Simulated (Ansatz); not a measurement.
# GeHO: the cost of one run

Method: the settings change from run to run; program: Ansatz 0.2.0, Gaussian basis.

36 further runs of the same task are left out: 13 for a known fault of the program, 19 that didn't finish, 4 set aside as unsound or not needed.

### 1 The system

The geometry derives from a PBE0/def2-TZVP stationary point (not a proven minimum). One bond is set to the value named and the two fragments are kept rigid. No spin-orbit coupling is included. The filled d shell of Ge may be among the frozen orbitals whatever the setting's name suggests; the logs give the count.

3 atoms, charge 0, spin multiplicity 2.

Atoms are counted from 1 here; the program's logs count them from 0.

Bond lengths: Ge1–H3 1.599 Å.

### 2 BCCD on UHF/def2-SVP

in.yaml reads:

```yaml
crystal:
  periodic: [false, false, false]
  atoms:
    - {symbol: Ge, position_ang: [0.000000, -0.055372, 0.462776]}
    - {symbol: O, position_ang: [0.000000, 0.165664, -2.176986]}
    - {symbol: H, position_ang: [0.000000, 1.360858, 1.204861]}
basis:
  gaussian: {orbitals: def2-SVP}
magnetization: {spin_polarized: true, initial_magnetization: 1}
correlation: {method: bccd, electrons: outside_noble_gas, diis_vectors: 12}
accuracy: high
scf: {omitted_lower_state_checks: [cluster_reference]}
output: {forces: true}
```

The run is started by

```bash
> ansatz run in.yaml --threads 1 --pin off --events-out ev --progress --plain --max-ram 2393MiB
```

**Question.** How long does this run take on 1 thread of Arm Neoverse V2, shared host, and how much memory does it need?

About 26 s, with a peak of 0.25 GiB.
